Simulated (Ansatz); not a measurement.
# C2H5BO: the cost of one run

Program: Ansatz 0.2.0, Gaussian basis. Level of theory: the settings change from run to run. These are calculated values, not measurements.

## (1) The relaxed structure

The geometry comes from an earlier relaxation with PBE0-D4 in a triple-zeta def2 set; it is a stationary point, not always the lowest conformer.

SMILES `BC1CO1`, 9 atoms, charge 0, spin multiplicity 1.

Atoms are counted from 1 here; the program's logs count them from 0.

Bond lengths: B1–C2 1.530 Å, B1–H5 1.195 Å, B1–H6 1.196 Å, C2–C3 1.495 Å, C2–O4 1.438 Å, C2–H7 1.088 Å, C3–O4 1.389 Å, C3–H8 1.088 Å, C3–H9 1.088 Å. Angles: C2–B1–H5 119.3°, C2–B1–H6 119.9°, H5–B1–H6 120.6°, B1–C2–C3 113.4°, B1–C2–O4 119.3°, B1–C2–H7 122.8°, C3–C2–O4 56.5°, C3–C2–H7 114.0°, O4–C2–H7 112.8°, C2–C3–O4 59.7°, C2–C3–H8 120.1°, C2–C3–H9 117.0°, O4–C3–H8 115.9°, O4–C3–H9 116.7°, H8–C3–H9 115.8°, C2–O4–C3 63.8°.

## (2) B2GP-PLYP/def2-TZVPD

Options: charge -1, multiplicity 2, atoms shaken by 0.08 Å, a point charge of 2.00 e beside it, relativity set to none.

Contents of in.yaml:

```yaml
crystal:
  periodic: [false, false, false]
  atoms:
    - {symbol: B, position_ang: [-0.630969, 0.999155, -0.879416]}
    - {symbol: C, position_ang: [0.535625, 0.010246, -0.203209]}
    - {symbol: C, position_ang: [0.245415, -0.983558, 0.787209]}
    - {symbol: O, position_ang: [0.659223, -1.195462, -0.561180]}
    - {symbol: H, position_ang: [-1.433942, 0.388297, -1.247754]}
    - {symbol: H, position_ang: [-0.648238, 2.287016, -0.426960]}
    - {symbol: H, position_ang: [1.575118, 0.608555, 0.037198]}
    - {symbol: H, position_ang: [-0.948601, -1.169635, 0.773680]}
    - {symbol: H, position_ang: [0.888021, -1.153291, 1.373812]}
basis:
  gaussian: {orbitals: def2-TZVPD, point_charges: [{charge: 2.00, position_ang: [5.130, -0.255, 0.786]}]}
total_charge: -1
magnetization: {spin_polarized: true, initial_magnetization: 1}
hamiltonian: {xc: {name: B2GP-PLYP}, pseudopotentials: {relativity: none}}
```

Run with:

```console
$ ansatz run in.yaml --threads 2 --pin off --events-out ev --progress --plain --max-ram 4352MiB
```

**Question.** How long does this run take on 2 threads of AMD EPYC 7R43, shared host, and how much memory does it need?

About 16 s, with a peak of 0.61 GiB.
